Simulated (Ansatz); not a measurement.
Crystal: Cd2S.

```
Cd S
1.0
     3.96267    0.00000    0.00000
    -1.98134    3.43177    0.00000
     0.00000    0.00000    5.80919
Cd S
2 1
Direct
  0.33333 0.66667 0.93272
  0.66667 0.33333 0.57873
  0.33333 0.66667 0.36571
```

The cell comes from a database or a generator and needn't be the stable form of this composition.

Base run:

- Program: Ansatz 0.2.0
- Functional: r2SCAN
- Potentials or basis: Ansatz PAW
- Cutoff: 500 eV (not typed: the program's choice for these potentials)
- k mesh: 8 × 8 × 5
- Occupations: fermi-dirac, width 0.05 eV
- Spin: no spin polarisation

Its results: pressure -1.7 GPa; largest force 0.034 eV/Å.

Question: The run is repeated on the same cell with these changes: functional from r2SCAN to LDA; cutoff from 500 eV (not typed: the program's choice for these potentials) to 420 eV (not typed: the program's choice for these potentials). What comes out?

Answer: Pressure -4.9 GPa; largest force 0.169 eV/Å.

Caveats: the PAW data sets come from PBE, with cores solved anew for the run's functional, which leaves a small shift of forces and pressure.
